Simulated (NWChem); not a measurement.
# SnH3OF (SMILES [OH][SnH2][F]) at HF/3-21G

Aim: the vertical singlet–triplet gap of SnH3OF at HF/3-21G, from 2 runs. 

The calculation is run with NWChem 7.3.0.

2 further runs of the same task are left out: 2 set aside as unsound or not needed.

## 1. The molecule

SnH3OF: 6 atoms, total charge 0, spin state singlet. SMILES: `[OH][SnH2][F]`. The coordinates come from a PBE0-D4/def2-TZVP relaxation. This is one conformer, not always the lowest.

Bond lengths: O1–Sn2 1.948 Å, Sn2–F3 1.922 Å, O1–H4 0.960 Å, Sn2–H5 1.701 Å, Sn2–H6 1.692 Å. Angles: O1–Sn2–F3 105.3°, O1–Sn2–H5 111.8°, O1–Sn2–H6 106.0°, F3–Sn2–H5 104.3°, F3–Sn2–H6 107.5°, Sn2–O1–H4 114.0°, H5–Sn2–H6 120.8°.

## 2. Energy and gradient at HF/3-21G

File run.py:

```python
from ase import Atoms
from ase.calculators.nwchem import NWChem

molecule = Atoms(['O', 'Sn', 'F', 'H', 'H', 'H'], positions=[
    [-1.414400, -0.333000, -0.425000],
    [0.302300, 0.255900, 0.283700],
    [1.409100, -1.315100, 0.302100],
    [-1.368600, -0.685700, -1.316700],
    [1.096100, 1.317100, -0.782100],
    [0.017500, 0.696700, 1.891900],
])

calc = NWChem(
    label='fh3osn',
    theory='scf',
    memory='2200 mb',
    basis='3-21G',
    basispar='spherical bse',
    scf={'nopen': '0', 'rhf': None, 'thresh': '1e-08', 'maxiter': '80', 'print': 'low'},
)
molecule.calc = calc

forces = molecule.get_forces()
e = molecule.get_potential_energy()
print(f"E = {e:.6f} eV")
print("forces (eV/A):")
for s, f in zip(molecule.symbols, forces):
    print(f"{s:2s} {f[0]:10.5f} {f[1]:10.5f} {f[2]:10.5f}")
```

Command:

```console
$ export ASE_NWCHEM_COMMAND="nwchem PREFIX.nwi > PREFIX.nwo"
$ python run.py
```

Standard output:

```text
E = -167932.438168 eV
forces (eV/A):
O     0.97085    0.26919    0.18147
Sn    0.00514   -1.24123    0.08078
F    -0.56076    0.63871   -0.05188
H    -0.53186   -0.28467   -0.39142
H     0.11025    0.35733   -0.17417
H     0.00638    0.26071    0.35522
```

The calculator wrote fh3osn.nwi:

```
title "fh3osn"

permanent_dir fh3osn

scratch_dir fh3osn

start fh3osn

geometry units angstrom nocenter noautosym noautoz
  O  -1.4144000000000001e+00 -3.3300000000000002e-01 -4.2499999999999999e-01
  Sn 3.0230000000000001e-01 2.5590000000000002e-01 2.8370000000000001e-01
  F  1.4091000000000000e+00 -1.3150999999999999e+00 3.0209999999999998e-01
  H  -1.3686000000000000e+00 -6.8569999999999998e-01 -1.3167000000000000e+00
  H  1.0961000000000001e+00 1.3170999999999999e+00 -7.8210000000000002e-01
  H  1.7500000000000002e-02 6.9669999999999999e-01 1.8918999999999999e+00
end

memory 2200 mb

basis spherical bse noprint
   * library 3-21G
end

scf
  nopen 0
  rhf
  thresh 1e-08
  maxiter 80
  print low
end

task scf gradient
```

fh3osn.nwo:

```text
Northwest Computational Chemistry Package (NWChem) 7.3.0
             --------------------------------------------------------

           Job information
           ---------------

    nwchem branch   = 7.3.0
    use scalapack   = T
    input           = fh3osn.nwi
    prefix          = fh3osn.
    data base       = fh3osn/fh3osn.db
    status          = startup
    nproc           =        1

           Memory information
           ------------------

    heap     =     72089600 doubles =      550.0 Mbytes
    stack    =     72089597 doubles =      550.0 Mbytes
    global   =    144179200 doubles =     1100.0 Mbytes (distinct from heap & stack)
    total    =    288358397 doubles =     2200.0 Mbytes
    verify   = yes
    hardfail = no

           Directory information
           ---------------------

  0 permanent = fh3osn
  0 scratch   = fh3osn

                                NWChem Input Module
                                -------------------

                                      fh3osn
                                      ------

 Scaling coordinates for geometry "geometry" by  1.889725989
 (inverse scale =  0.529177249)

                             Geometry "geometry" -> ""
                             -------------------------

 Output coordinates in angstroms (scale by  1.889725989 to convert to a.u.)

[... 19 lines left out ...]
            Nuclear Dipole moment (a.u.)
[... 46 lines left out ...]
                                 NWChem SCF Module
                                 -----------------

                                      fh3osn

  ao basis        = "ao basis"
  functions       =    55
  atoms           =     6
  closed shells   =    35
  open shells     =     0
  charge          =   0.00
  wavefunction    = RHF
  input vectors   = atomic
  output vectors  = fh3osn/fh3osn.movecs
  use symmetry    = F
  symmetry adapt  = F

 Forming initial guess at       0.0s

 Starting SCF solution at       0.1s

       Final RHF  results
       ------------------

         Total SCF energy =  -6171.403324258321
      One-electron energy =  -9113.450670384267
      Two-electron energy =   2642.826516461317
 Nuclear repulsion energy =    299.220829664630

        Time for solution =      2.8s

                              NWChem Gradients Module
                              -----------------------

                         RHF ENERGY GRADIENTS

    atom               coordinates                        gradient
                 x          y          z           x          y          z
   1 O      -2.672828  -0.629279  -0.803134   -0.018880  -0.005235  -0.003529
   2 Sn      0.571264   0.483581   0.536115   -0.000100   0.024138  -0.001571
   3 F       2.662813  -2.485179   0.570886    0.010905  -0.012421   0.001009
   4 H      -2.586279  -1.295785  -2.488202    0.010343   0.005536   0.007612
   5 H       2.071329   2.488958  -1.477955   -0.002144  -0.006949   0.003387
   6 H       0.033070   1.316572   3.575173   -0.000124  -0.005070  -0.006908

 Task  times  cpu:        4.0s     wall:        4.0s
 Total times  cpu:        4.0s     wall:        4.0s
```

Wall time 5.1 s (1 thread of AMD EPYC 9R45 (Zen 5), shared host); peak memory 0.1 GiB.

## 3. The triplet: a single-point energy at UHF/3-21G

File struct.nw:

```
echo
start struct
memory stack 880 mb heap 220 mb global 1100 mb

geometry units au noautosym nocenter noautoz
   O     -2.67282863    -0.62927880    -0.80313360
   Sn     0.57126421     0.48358092     0.53611530
   F      2.66281308    -2.48517883     0.57088626
   H     -2.58627917    -1.29578520    -2.48820239
   H      2.07132881     2.48895828    -1.47795480
   H      0.03307021     1.31657219     3.57517286
end

basis spherical bse
   * library 3-21G
end

scf
   triplet
   uhf
   thresh 1e-08
   maxiter 80
   print low
end

task scf
```

Command:

```console
$ nwchem struct.nw > struct.out
```

Standard output:

```text
============================== echo of input deck ==============================
echo
start struct
memory stack 880 mb heap 220 mb global 1100 mb

geometry units au noautosym nocenter noautoz
   O     -2.67282863    -0.62927880    -0.80313360
   Sn     0.57126421     0.48358092     0.53611530
   F      2.66281308    -2.48517883     0.57088626
   H     -2.58627917    -1.29578520    -2.48820239
   H      2.07132881     2.48895828    -1.47795480
   H      0.03307021     1.31657219     3.57517286
end

basis spherical bse
   * library 3-21G
end

scf
   triplet
   uhf
   thresh 1e-08
   maxiter 80
   print low
end

task scf
================================================================================

             Northwest Computational Chemistry Package (NWChem) 7.3.0
             --------------------------------------------------------

           Job information
           ---------------

    nwchem branch   = 7.3.0
    use scalapack   = T
    input           = struct.nw
    prefix          = struct.
    data base       = ./struct.db
    status          = startup
    nproc           =        1

           Memory information
           ------------------

    heap     =     28835836 doubles =      220.0 Mbytes
    stack    =    115343361 doubles =      880.0 Mbytes
    global   =    144179200 doubles =     1100.0 Mbytes (distinct from heap & stack)
    total    =    288358397 doubles =     2200.0 Mbytes
    verify   = yes
    hardfail = no

           Directory information
           ---------------------

  0 permanent = .
  0 scratch   = .

                                NWChem Input Module
                                -------------------

                             Geometry "geometry" -> ""
                             -------------------------

 Output coordinates in a.u. (scale by  1.000000000 to convert to a.u.)

  No.       Tag          Charge          X              Y              Z
 ---- ---------------- ---------- -------------- -------------- --------------
    1 O                    8.0000    -2.67282863    -0.62927880    -0.80313360
    2 Sn                  50.0000     0.57126421     0.48358092     0.53611530
    3 F                    9.0000     2.66281308    -2.48517883     0.57088626
    4 H                    1.0000    -2.58627917    -1.29578520    -2.48820239
    5 H                    1.0000     2.07132881     2.48895828    -1.47795480
    6 H                    1.0000     0.03307021     1.31657219     3.57517286

      Atomic Mass
      -----------

      O                 15.994910
      Sn               117.901800
      F                 18.998400
      H                  1.007825

 Effective nuclear repulsion energy (a.u.)     299.2208079332

            Nuclear Dipole moment (a.u.)
            ----------------------------
        X                 Y               Z
 ---------------- ---------------- ----------------
    30.6640190300    -0.7120486000    25.1276882100

            XYZ format geometry
            -------------------
     6
 geometry
 O                    -1.41440010    -0.33300002    -0.42500003
 Sn                    0.30230002     0.25590002     0.28370002
 F                     1.40910010    -1.31510010     0.30210002
 H                    -1.36860010    -0.68570005    -1.31670010
 H                     1.09610008     1.31710010    -0.78210006
 H                     0.01750000     0.69670005     1.89190014

 ==============================================================================
                                internuclear distances
 ------------------------------------------------------------------------------
       center one      |      center two      | atomic units |       a.u.
 ------------------------------------------------------------------------------
    2 Sn               |   1 O                |     3.68187  |     3.68187
    3 F                |   2 Sn               |     3.63171  |     3.63171
    4 H                |   1 O                |     1.81416  |     1.81416
    5 H                |   2 Sn               |     3.21375  |     3.21375
    6 H                |   2 Sn               |     3.19678  |     3.19678
 ------------------------------------------------------------------------------
                         number of included internuclear distances:          5
 ==============================================================================

 ==============================================================================
                                 internuclear angles
 ------------------------------------------------------------------------------
        center 1       |       center 2       |       center 3       |  degrees
 ------------------------------------------------------------------------------
    2 Sn               |   1 O                |   4 H                |   114.01
    1 O                |   2 Sn               |   3 F                |   105.30
    1 O                |   2 Sn               |   5 H                |   111.83
    1 O                |   2 Sn               |   6 H                |   106.03
    3 F                |   2 Sn               |   5 H                |   104.32
    3 F                |   2 Sn               |   6 H                |   107.51
    5 H                |   2 Sn               |   6 H                |   120.78
 ------------------------------------------------------------------------------
                            number of included internuclear angles:          7
 ==============================================================================

 Summary of "ao basis" -> "" (spherical)
 ------------------------------------------------------------------------------
       Tag                 Description            Shells   Functions and Types
 ---------------- ------------------------------  ------  ---------------------
 *                           3-21G                    on all atoms

                      Basis "ao basis" -> "ao basis" (spherical)
                      -----
  [basis functions not shown]

 Summary of "ao basis" -> "ao basis" (spherical)
 ------------------------------------------------------------------------------
       Tag                 Description            Shells   Functions and Types
 ---------------- ------------------------------  ------  ---------------------
 O                           3-21G                   5        9   3s2p
 Sn                          3-21G                  13       31   6s5p2d
 F                           3-21G                   5        9   3s2p
 H                           3-21G                   2        2   2s

                                 NWChem SCF Module
                                 -----------------

  ao basis        = "ao basis"
  functions       =    55
  atoms           =     6
  alpha electrons =    36
  beta  electrons =    34
  charge          =   0.00
  wavefunction    = UHF
  input vectors   = atomic
  output vectors  = ./struct.movecs
  use symmetry    = F
  symmetry adapt  = F

 Forming initial guess at       0.0s

 Starting SCF solution at       0.1s

  ga_iter_lsolve: convergence stagnant ... aborting solve

       Final UHF  results
       ------------------

         Total SCF energy =  -6171.196174896211
      One electron energy =  -9112.998190053446
      Two electron energy =   2642.581207224031
 Nuclear repulsion energy =    299.220807933203

                       Sz =      1.0000
                 Sz(Sz+1) =      2.0000
                      S^2 =      2.0046

        Time for solution =      6.8s

 Task  times  cpu:        6.9s     wall:        6.9s
 Total times  cpu:        6.9s     wall:        6.9s
```

Wall time 7.5 s (1 thread of AMD EPYC 9R45 (Zen 5), shared host); peak memory 0.099 GiB.

## 4. Summary of results

Level: HF/3-21G.

| quantity | value |
| --- | --- |
| singlet: total energy | -6171.40332 Eh |
| singlet: largest force on an atom | 1.244 eV/Å |
| triplet: total energy | -6171.19617 Eh |
| triplet: ⟨S²⟩ | 2.005 |
| vertical energy of the triplet above the singlet | 5.637 eV |

What this shows: At this shape the triplet lies 5.64 eV (130 kcal/mol) above the singlet. The largest force (singlet) is 1.24 eV/Å: the shape isn't a stationary point for this species at this level. Relativity is left out (singlet) although the molecule holds a heavy atom. Relativity is left out (triplet) although the molecule holds a heavy atom.
